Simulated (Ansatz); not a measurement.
**C₆H₁₄Cl₂O₂Zr: one species, many methods**

The task here is to estimate one member of a computed series from the others.

Computed with Ansatz 0.2.0, Gaussian basis. Level: functionals in def2-TZVPP, the program's frozen cores in correlated methods.

The runs, in order: LDA (SPW92), PBE-D4, revPBE-D4, BLYP-D4, r2SCAN-D4, B97M-V, PBE0-D4, B3LYP-D4, r2SCANh-D4, r2SCAN0-D4, HSE06-D4, BHLYP-D4, CAM-B3LYP-D4, LC-ωPBE, ωB97X-V, ωB97M-V, B2PLYP, PBE-QIDH; CCSD(T)/def2-SVP; CCSD(T)/def2-TZVPP; MP2/def2-QZVPP; extrapolation to the limit; RPA on PBE.

1 further run of the same task is left out (for a known fault of the program).

## The geometry

An earlier PBE0-D4 in a triple-zeta def2 set relaxation fixed the geometry. Zr takes the def2 core potential; no spin-orbit term is included.

SMILES `CC(C)[O][Zr]([Cl])([Cl])[O]C(C)C`, 25 atoms, charge 0, spin multiplicity 1.

Atoms are counted from 1 here; the program's logs count them from 0.

Bond lengths: C1–C2 1.515 Å, C1–H12 1.093 Å, C1–H13 1.091 Å, C1–H14 1.092 Å, C2–C3 1.515 Å, C2–O4 1.408 Å, C2–H15 1.098 Å, C3–H16 1.092 Å, C3–H17 1.093 Å, C3–H18 1.092 Å, O4–Zr5 1.887 Å, Zr5–Cl6 2.371 Å, Zr5–Cl7 2.371 Å, Zr5–O8 1.888 Å, O8–C9 1.407 Å, C9–C10 1.515 Å, C9–C11 1.515 Å, C9–H19 1.098 Å and more. Angles: C2–C1–H12 110.2°, C2–C1–H13 110.6°, C2–C1–H14 110.5°, H12–C1–H13 108.5°, H12–C1–H14 108.5°, H13–C1–H14 108.4°, C1–C2–C3 112.7°, C1–C2–O4 109.2°, C1–C2–H15 109.1°, C3–C2–O4 109.6°, C3–C2–H15 109.1°, O4–C2–H15 106.9°, C2–C3–H16 110.8°, C2–C3–H17 110.2°, C2–C3–H18 110.5°, H16–C3–H17 108.6°, H16–C3–H18 108.4°, H17–C3–H18 108.4° and more.

Set-up of the first run:

File in.yaml:

```yaml
crystal:
  periodic: [false, false, false]
  atoms:
    - {symbol: C, position_ang: [-0.928395, 2.202114, -2.946012]}
    - {symbol: C, position_ang: [-0.785625, 0.898886, -2.187500]}
    - {symbol: C, position_ang: [-2.053239, 0.505389, -1.457164]}
    - {symbol: O, position_ang: [0.273681, 1.012539, -1.267119]}
    - {symbol: Zr, position_ang: [1.551220, 1.157211, 0.113843]}
    - {symbol: Cl, position_ang: [1.432338, 3.340329, 1.030473]}
    - {symbol: Cl, position_ang: [3.695766, 0.670675, -0.771882]}
    - {symbol: O, position_ang: [1.156441, -0.095232, 1.470634]}
    - {symbol: C, position_ang: [0.739727, -1.141838, 2.314083]}
    - {symbol: C, position_ang: [-0.585698, -1.692368, 1.829289]}
    - {symbol: C, position_ang: [1.824289, -2.197573, 2.374274]}
    - {symbol: H, position_ang: [-1.183651, 3.013210, -2.259458]}
    - {symbol: H, position_ang: [0.004991, 2.456789, -3.450786]}
    - {symbol: H, position_ang: [-1.717001, 2.122412, -3.697606]}
    - {symbol: H, position_ang: [-0.513337, 0.101179, -2.890618]}
    - {symbol: H, position_ang: [-1.910646, -0.428627, -0.910577]}
    - {symbol: H, position_ang: [-2.337468, 1.285520, -0.745990]}
    - {symbol: H, position_ang: [-2.874661, 0.368391, -2.163844]}
    - {symbol: H, position_ang: [0.604132, -0.708804, 3.313435]}
    - {symbol: H, position_ang: [-1.338601, -0.903124, 1.785077]}
    - {symbol: H, position_ang: [-0.945295, -2.473282, 2.502878]}
    - {symbol: H, position_ang: [-0.473607, -2.124599, 0.831217]}
    - {symbol: H, position_ang: [1.978210, -2.640391, 1.386899]}
    - {symbol: H, position_ang: [2.767479, -1.761069, 2.706456]}
    - {symbol: H, position_ang: [1.545651, -2.991936, 3.070295]}
basis:
  gaussian: {orbitals: def2-TZVPP}
hamiltonian: {xc: lda}
output: {orbitals: {seedname: orbitals}}
```

Run with:

```sh
ansatz run in.yaml --threads 11 --pin off --events-out ev --progress --plain --max-ram 120832MiB --backend cuda --devices 0, --max-vram 75GiB
```

Among the steps run: LDA; PBE-D4 (GGA); revPBE-D4 (GGA); BLYP-D4 (GGA); r2SCAN-D4 (meta-GGA); B97M-V (meta-GGA); B3LYP-D4 (hybrid); r2SCANh-D4 (hybrid); r2SCAN0-D4 (hybrid); HSE06-D4 (hybrid); BHLYP-D4 (hybrid); CAM-B3LYP-D4 (range-separated); LC-ωPBE (range-separated); ωB97X-V (range-separated); ωB97M-V (range-separated); B2PLYP (double hybrid); PBE-QIDH (double hybrid).

One of the session's tables, all rows but one given; the rest of the session is left out.

It belongs to the step «Frontier levels by functional». 

| functional | HOMO (eV) | gap (eV) |
| --- | --- | --- |
| LDA (SPW92) | -7.13 | 5.18 |
| PBE-D4 | -6.96 | 5.24 |
| revPBE-D4 | ? | ? |
| BLYP-D4 | -6.84 | 5.25 |
| r2SCAN-D4 | -7.29 | 5.72 |
| B97M-V | -7.41 | 5.85 |
| PBE0-D4 | -8.42 | 7.51 |
| B3LYP-D4 | -8.18 | 7.06 |
| r2SCANh-D4 | -7.83 | 6.56 |
| r2SCAN0-D4 | -8.65 | 7.84 |
| HSE06-D4 | -8.02 | 6.73 |
| BHLYP-D4 | -9.80 | 9.85 |
| CAM-B3LYP-D4 | -9.83 | 10.00 |
| LC-ωPBE | -11.17 | 12.51 |
| ωB97X-V | -10.84 | 12.05 |
| ωB97M-V | -10.74 | 11.80 |

Estimate the missing values for revPBE-D4.

The run gave: HOMO (eV): -6.89; gap (eV): 5.27. In the column «HOMO (eV)» it lies between PBE-D4 (-6.96) and BLYP-D4 (-6.84).
